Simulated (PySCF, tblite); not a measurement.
# C₃H₃BrO: geometry, infrared bands, NMR shifts and spin-spin couplings

Aim: predict the infrared bands, NMR shifts and spin-spin couplings of C₃H₃BrO (`C=CC(=O)Br`).

The runs use tblite 0.8.0 and PySCF 2.14.0, with density-fitted response routines of our own; the level of theory stands in each step. All values are computed, except where a source is named. Atoms count from 0, in the outputs and in this text.

**1. Starting geometry**

8 atoms, charge 0, multiplicity 1; geometry from: force field or distance geometry start.

Bonds of the start (Å): C0–C1 1.31, C1–C2 1.47, C2–O3 1.25, C2–Br4 1.91, C0–H5 1.09, C0–H6 1.08, C1–H7 1.10.

**2. Relaxing the molecule with GFN2-xTB**

What the job is given:

```
{"job": {"kind": "relax", "xc": "GFN2-xTB", "basis": "xTB"}, "charge": 0, "multiplicity": 1}
C     -1.181900     0.203500    -0.095100
C     -0.112000    -0.539300    -0.231000
C      1.233000    -0.071500     0.151100
O      2.237000    -0.797600     0.007100
Br     1.355900     1.707000     0.841700
H     -2.180100    -0.147100    -0.370100
H     -1.116400     1.212700     0.289400
H     -0.226500    -1.558200    -0.617800
```

The run is started by

```
OMP_NUM_THREADS=1 python probes_run.py task.json out
```

The driver reads the jobs from task.json and runs them one after another.

**Question.** This job is followed by: GFN2-xTB harmonic vibrations, gas phase; GIAO PBE0/pcSseg-1 NMR shielding, non-relativistic, gas phase; B3LYP/pcJ-1 Br:pcSseg-1 indirect spin-spin coupling, non-relativistic, gas phase. What will the session give for the following? strongest single infrared mode (GFN2-xTB); zero-point energy (GFN2-xTB); ¹³C shifts against TMS (PBE0/pcSseg-1); ¹H shifts against TMS (PBE0/pcSseg-1); ¹⁷O shifts against H2O (PBE0/pcSseg-1); ⁷⁹Br shifts against HBr (PBE0/pcSseg-1); surface potential, 1st and 99th percentile; largest coupling of the table (B3LYP/pcSseg-1+pcJ-1).

The runs gave:

| quantity | value |
| --- | --- |
| strongest single infrared mode (GFN2-xTB) | 1819 cm⁻¹, 478 km/mol |
| zero-point energy (GFN2-xTB) | 31.6 kcal/mol |
| ¹³C shifts against TMS (PBE0/pcSseg-1) | 181.9, 153.5, 138.8 ppm |
| ¹H shifts against TMS (PBE0/pcSseg-1) | 7.49, 6.97, 6.36 ppm |
| ¹⁷O shifts against H2O (PBE0/pcSseg-1) | 636.1 ppm |
| ⁷⁹Br shifts against HBr (PBE0/pcSseg-1) | 877 ppm |
| surface potential, 1st and 99th percentile | -1.25 V and 1.47 V |
| largest coupling of the table (B3LYP/pcSseg-1+pcJ-1) | ¹J(C,H) C0–H6, 171.4 Hz |

**Reading.** Relaxing lowered the energy by 0.234 eV in 20 steps; the close pair that moved most is C2–Br4, from 1.912 to 1.976 Å. All 18 modes are real, so the xTB geometry is a minimum. The strongest single mode, at 1819 cm⁻¹, moves mainly C2 and O3. Unscaled tight-binding wavenumbers are off by several per cent, some by more. Its intensities can rank the bands wrongly. C2 stands next to heavy halogen, whose spin-orbit shielding this run leaves out, so the computed shift lies too far downfield, most of all for carbon beside Br or I. At PBE0/pcSseg-1: The largest span, 2083 ppm, is at Br4, where the paramagnetic term is -1378 ppm. By nearest atom (PBE0/pcSseg-1), the HOMO sits on Br4 66 %; O3 25 % and the LUMO on C0, C2 about 25 % each; O3 20 %. Of the pairs tabulated at B3LYP/pcSseg-1+pcJ-1, C0–H6 couples most strongly (171.4 Hz; Fermi contact 170.3 Hz). Spin-orbit coupling is left out, which matters for shieldings and couplings at and beside the heavy atoms.
